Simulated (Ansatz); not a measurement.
# CH₅AlF₂Ge: small, medium and large basis sets

An exercise on one series of results from a longer session: the logs are not shown, and one member is left open.

The runs use Ansatz 0.2.0, Gaussian basis; one geometry, several basis sets.

Levels to be run: PBE0-D4/def2-SVP; ωB97M-V/def2-SVP; PBE0-D4/def2-QZVPP; ωB97M-V/def2-QZVPP; the functionals' def2-TZVPP values are taken from earlier runs.

## The geometry

An earlier PBE0-D4 in a triple-zeta def2 set relaxation fixed the geometry.

SMILES `[CH3][Ge]([F])([F])[AlH2]`, 10 atoms, charge 0, spin multiplicity 1.

Atoms are counted from 1 here; the program's logs count them from 0.

Bond lengths: C1–Ge2 1.938 Å, C1–H6 1.091 Å, C1–H7 1.091 Å, C1–H8 1.091 Å, Ge2–F3 1.751 Å, Ge2–F4 1.751 Å, Ge2–Al5 2.510 Å, Al5–H9 1.585 Å, Al5–H10 1.580 Å. Angles: Ge2–C1–H6 108.3°, Ge2–C1–H7 110.4°, Ge2–C1–H8 110.4°, H6–C1–H7 109.3°, H6–C1–H8 109.3°, H7–C1–H8 109.2°, C1–Ge2–F3 105.1°, C1–Ge2–F4 105.2°, C1–Ge2–Al5 127.8°, F3–Ge2–F4 103.3°, F3–Ge2–Al5 106.6°, F4–Ge2–Al5 106.5°, Ge2–Al5–H9 119.4°, Ge2–Al5–H10 118.3°, H9–Al5–H10 122.3°.

Set-up of the first run:

Contents of in.yaml:

```yaml
crystal:
  periodic: [false, false, false]
  atoms:
    - {symbol: C, position_ang: [-1.088754, -1.322164, 0.464686]}
    - {symbol: Ge, position_ang: [0.410797, -0.321266, -0.245107]}
    - {symbol: F, position_ang: [1.828600, -1.038972, 0.489398]}
    - {symbol: F, position_ang: [0.535175, -0.810620, -1.921417]}
    - {symbol: Al, position_ang: [0.761348, 2.163448, -0.199174]}
    - {symbol: H, position_ang: [-0.916473, -2.381767, 0.269821]}
    - {symbol: H, position_ang: [-1.176628, -1.163744, 1.540346]}
    - {symbol: H, position_ang: [-2.015835, -1.013218, -0.020006]}
    - {symbol: H, position_ang: [-0.334376, 3.090880, 0.471686]}
    - {symbol: H, position_ang: [2.079148, 2.746224, -0.847234]}
basis:
  gaussian: {orbitals: def2-SVP}
hamiltonian: {xc: pbe0, dispersion: d4}
output: {orbitals: {seedname: orbitals}}
```

Among the steps run: PBE0-D4 in def2-SVP; ωB97M-V in def2-SVP; PBE0-D4 in def2-QZVPP; ωB97M-V in def2-QZVPP.

One table of the session follows, with a row left open; its other results are not shown here.

It belongs to the step «Functionals by basis». 

| functional | basis | HOMO (eV) | LUMO (eV) |
| --- | --- | --- | --- |
| PBE0-D4 | def2-SVP | -7.77 | -2.54 |
| PBE0-D4 | def2-TZVPP | -7.84 | -2.57 |
| PBE0-D4 | def2-QZVPP | -7.87 | -2.59 |
| ωB97M-V | def2-SVP | ? | ? |
| ωB97M-V | def2-TZVPP | -9.86 | -0.92 |
| ωB97M-V | def2-QZVPP | -9.90 | -1.00 |

**Question.** Estimate the row for ωB97M-V, def2-SVP.

As computed: HOMO (eV): -9.78; LUMO (eV): -0.83. In the column «HOMO (eV)» it lies between ωB97M-V, def2-TZVPP (-9.86) and PBE0-D4, def2-QZVPP (-7.87).
